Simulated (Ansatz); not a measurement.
# KMgF3 (cubic perovskite): the cost of one run

Program: Ansatz 0.2.0. Level of theory: DFT PBEsol, scalar-relativistic, plane waves, PAW. These are calculated values, not measurements.

## Step 1: The structure to begin with

Symmetry: Pm-3m, No. 221, cubic system. Conventional cell: a = 3.979 Å, b = 3.979 Å, c = 3.979 Å, α = 90.00°, β = 90.00°, γ = 90.00°. K (site symmetry m-3m) is surrounded by 12 F at 2.81 Å. Around Mg (site symmetry m-3m) lie 6 F at 1.99 Å. F (site symmetry 4/mmm) is surrounded by 2 Mg at 1.99 Å and 4 K at 2.81 Å.

Coordinates:

```xyz
5
Lattice="3.9791 0.0000 0.0000 0.0000 3.9791 0.0000 0.0000 0.0000 3.9791" Properties=species:S:1:pos:R:3 pbc="T T T"
K     1.9896    1.9896    1.9896
Mg    0.0000    0.0000    0.0000
F     1.9896    0.0000    0.0000
F     0.0000    1.9896    0.0000
F     0.0000    0.0000    1.9896
```

## Step 2: Phonons: KMgF3 (cubic perovskite), no spin, volume × 0.98

input.yaml reads:

```yaml
crystal:
  lattice:
    - [3.9791132838, 0.0, 0.0]
    - [0.0, 3.9791132838, 0.0]
    - [0.0, 0.0, 3.9791132838]
  atoms:
    - { symbol: K, position: [0.5, 0.5, 0.5] }
    - { symbol: Mg, position: [0.0, 0.0, 0.0] }
    - { symbol: F, position: [0.5, 0.0, 0.0] }
    - { symbol: F, position: [0.0, 0.5, 0.0] }
    - { symbol: F, position: [0.0, 0.0, 0.5] }
scf:
  occupations: { method: fixed }
output: {}
hamiltonian:
  xc: pbesol
basis:
  ecutwfc: 560
kpoints:
  mp_grid: { grid: [6, 6, 6] }
phonons:
  method: dfpt
  dielectric: false
  eigenvectors: true
  qpoints: [[0.5, 0.5, 0.5], [0.5, 0.5, 0]]
```

Started as:

```console
$ ansatz run input.yaml --threads 2 --pin off --max-ram 6144MiB --backend cpu --events-out ev --progress --plain --runs-dir out
```

Q: Estimate wall time and peak memory on 2 threads of Arm Neoverse V1, shared host.

About 1.7 min, with a peak of 0.7 GiB.
